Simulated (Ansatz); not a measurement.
Geometry optimisation, DFT LDA, scalar-relativistic, plane waves, PAW in Ansatz.

Input file:

```yaml
crystal:
  lattice:
    - [5.048742, 0.0, 0.0]
    - [2.524371, 4.372339, 0.0]
    - [0.0, 0.0, 15.776426]
  atoms:
    - { symbol: H, position: [0.1666667, 0.1666667, 0.0633857] }
    - { symbol: H, position: [0.6666667, 0.1666667, 0.0633857] }
    - { symbol: H, position: [0.1666667, 0.6666667, 0.0633857] }
    - { symbol: H, position: [0.6666667, 0.6666667, 0.0633857] }
    - { symbol: C, position: [0.1666667, 0.1666667, 0.13311] }
    - { symbol: C, position: [0.6666667, 0.1666667, 0.13311] }
    - { symbol: C, position: [0.1666667, 0.6666667, 0.13311] }
    - { symbol: C, position: [0.6666667, 0.6666667, 0.13311] }
    - { symbol: C, position: [-0.1666667, 0.3333333, 0.1657717] }
    - { symbol: C, position: [0.3333333, 0.3333333, 0.1657717] }
    - { symbol: C, position: [-0.1666667, 0.8333333, 0.1657717] }
    - { symbol: C, position: [0.3333333, 0.8333333, 0.1657717] }
    - { symbol: C, position: [-0.1666667, 0.3333333, 0.2637569] }
    - { symbol: C, position: [0.3333333, 0.3333333, 0.2637569] }
    - { symbol: C, position: [-0.1666667, 0.8333333, 0.2637569] }
    - { symbol: C, position: [0.3333333, 0.8333333, 0.2637569] }
    - { symbol: C, position: [0.0, 0.0, 0.2964186] }
    - { symbol: C, position: [0.5, 0.0, 0.2964186] }
    - { symbol: C, position: [0.0, 0.5, 0.2964186] }
    - { symbol: C, position: [0.5, 0.5, 0.2964186] }
    - { symbol: H, position: [0.0, 0.5, 0.3661429] }
    - { symbol: H, position: [0.5, 0.5, 0.3661429] }
    - { symbol: F, position: [0.3144131, 0.8571365, 0.3845247] }
    - { symbol: H, position: [0.2678835, 0.716936, 0.409879] }
basis:
  ecutwfc: 420.0
kpoints:
  mp_grid: { grid: [3, 3, 1] }
hamiltonian:
  xc: lda
  pseudopotentials: { kind: paw, azcp: { folder: soft_1 } }
scf:
  occupations: { method: gaussian, width: 0.02 }
  lower_state_search: "off"
relax:
  f_tol: 0.03
  max_steps: 60
  adjacent_minimum: "off"
  constraints: [{ sites: [0, 1, 2, 3, 4, 5, 6, 7, 8, 9, 10, 11] }]
output:
  write_density: true
  write_potential: true
  elf: true
  volumetric_format: npy
```

Command:

```bash
$ ansatz run input.yaml --threads 1 --pin off --max-ram 3072MiB --backend cpu --events-out ev --progress --plain --runs-dir out
```

Task: Where does it end, and by what steps?

Result: The run converged. Limits of this set-up: thin slab, slab without dipole correction, no dispersion correction for a molecule that may bind weakly, PAW files made for another functional. After 22 steps the energy has fallen by 8.791 eV; H24 moved furthest, 1.57 Å. Parted: F23–H24 (0.94 → 2.54 Å). Joined: C17–H24 (2.27 → 1.11 Å), C18–F23 (2.00 → 1.40 Å).

```csv
step,energy less start (eV),largest force component (eV/Å),accepted
0,0.0000,7.713,yes
1,-2.3995,4.917,yes
2,-3.3701,3.693,yes
3,-4.0319,1.988,yes
4,-4.3386,1.628,yes
5,-4.5809,1.694,yes
6,-4.8059,1.201,yes
7,-5.0030,1.020,yes
8,-5.1626,0.634,yes
9,-5.2371,0.953,yes
10,-5.2963,0.748,yes
11,-5.3287,0.355,yes
12,-5.3803,0.648,yes
13,-5.5334,1.086,yes
14,-5.8556,1.296,yes
15,-6.3171,1.578,yes
16,-7.0116,2.120,yes
17,-7.4788,2.636,yes
18,-8.2398,2.375,yes
19,-8.5782,2.424,yes
20,-8.7776,0.283,yes
21,-8.7913,0.037,yes
22,-8.7914,0.005,yes
```

```xyz
24
Lattice="5.0487 0.0000 0.0000 2.5244 4.3723 0.0000 0.0000 0.0000 15.7764" Properties=species:S:1:pos:R:3
H 1.262 0.729 1.000
H 3.787 0.729 1.000
H 2.524 2.915 1.000
H 5.049 2.915 1.000
C 1.262 0.729 2.100
C 3.787 0.729 2.100
C 2.524 2.915 2.100
C 5.049 2.915 2.100
C 0.000 1.457 2.615
C 2.524 1.457 2.615
C 1.262 3.644 2.615
C 3.787 3.644 2.615
C 0.000 1.457 4.147
C 2.524 1.463 4.148
C 1.267 3.641 4.148
C 3.782 3.641 4.148
C 0.000 0.004 4.634
C 2.524 0.000 4.615
C 1.259 2.184 4.634
C 3.790 2.184 4.634
H 1.259 2.185 5.741
H 3.790 2.185 5.742
F 5.049 4.372 6.013
H 2.525 4.375 5.741
```

Whether the end is a true minimum wasn't checked by a vibrational analysis.

Run time: 3.8 min on 1 thread of Arm Neoverse V1 (shared host), peak memory 0.46 GiB.
